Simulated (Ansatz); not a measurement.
# C3H12AlBSi: the cost of one run

Program: Ansatz 0.2.0. Level of theory: UKS B3LYP-D4/STO-3G. These are calculated values, not measurements.

**1. The structure to begin with**

Bond lengths (14 of 17 bonds, heavy atoms first): C1–B2 1.616 Å, B2–C3 1.630 Å, C3–C4 1.486 Å, C3–Al5 2.013 Å, C3–Si6 1.857 Å, C1–H7 1.135 Å, C1–H8 1.073 Å, C1–H9 1.119 Å, B2–H10 1.198 Å, C4–H11 1.144 Å, C4–H12 1.062 Å, C4–H13 1.212 Å, Al5–H14 1.579 Å, Al5–H15 1.599 Å. Angles (14 of 30 angles, heavy atoms first): C1–B2–C3 123.3°, B2–C3–C4 109.4°, B2–C3–Al5 107.4°, B2–C3–Si6 109.6°, C4–C3–Al5 108.5°, C4–C3–Si6 114.7°, Al5–C3–Si6 106.9°, C1–B2–H10 116.1°, C3–B2–H10 120.5°, B2–C1–H7 106.0°, B2–C1–H8 109.9°, B2–C1–H9 105.9°, C3–C4–H11 109.1°, C3–C4–H12 115.6°.

Structure file:

```xyz
18

C     1.0054   -1.9664   -0.9843
B     1.1553   -0.5885   -0.1533
C    -0.0852    0.4323    0.1195
C    -0.6189    0.9193   -1.1790
Al    0.6422    2.0067    1.1422
Si   -1.3392   -0.3913    1.2140
H     0.6367   -1.6709   -2.0158
H     1.9609   -2.4467   -1.0713
H     0.2148   -2.5575   -0.4574
H     2.2479   -0.3457    0.2728
H    -1.1491    0.0572   -1.7118
H     0.0825    1.4058   -1.8105
H    -1.5516    1.6688   -0.9860
H     2.1676    2.1351    1.5309
H    -0.3690    3.1521    1.6124
H    -2.3957    0.5868    1.5675
H    -0.6979   -0.8615    2.4530
H    -1.9445   -1.5241    0.5089
```

**2. Preparing the start**

input.yaml reads:

```yaml
crystal:
  periodic: [false, false, false]
  atoms:
    - { symbol: C, position_ang: [1.0054, -1.9664, -0.9843] }
    - { symbol: B, position_ang: [1.1553, -0.5885, -0.1533] }
    - { symbol: C, position_ang: [-0.0852, 0.4323, 0.1195] }
    - { symbol: C, position_ang: [-0.6189, 0.9193, -1.179] }
    - { symbol: Al, position_ang: [0.6422, 2.0067, 1.1422] }
    - { symbol: Si, position_ang: [-1.3392, -0.3913, 1.214] }
    - { symbol: H, position_ang: [0.6367, -1.6709, -2.0158] }
    - { symbol: H, position_ang: [1.9609, -2.4467, -1.0713] }
    - { symbol: H, position_ang: [0.2148, -2.5575, -0.4574] }
    - { symbol: H, position_ang: [2.2479, -0.3457, 0.2728] }
    - { symbol: H, position_ang: [-1.1491, 0.0572, -1.7118] }
    - { symbol: H, position_ang: [0.0825, 1.4058, -1.8105] }
    - { symbol: H, position_ang: [-1.5516, 1.6688, -0.986] }
    - { symbol: H, position_ang: [2.1676, 2.1351, 1.5309] }
    - { symbol: H, position_ang: [-0.369, 3.1521, 1.6124] }
    - { symbol: H, position_ang: [-2.3957, 0.5868, 1.5675] }
    - { symbol: H, position_ang: [-0.6979, -0.8615, 2.453] }
    - { symbol: H, position_ang: [-1.9445, -1.5241, 0.5089] }
magnetization:
  spin_polarized: true
basis:
  gaussian: { orbitals: STO-3G }
hamiltonian:
  xc: b3lyp
  dispersion: d4
relax:
  f_tol: 0.02
  max_steps: 40
```

Command:

```sh
$ ansatz run input.yaml --threads 1 --pin off --max-ram 2048MiB --backend cpu --events-out ev --progress --plain --runs-dir out
```

**Question.** How long does this run take on 1 thread of Arm Neoverse V1, shared host, and how much memory does it need?

About 3.5 min, with a peak of 0.2 GiB.
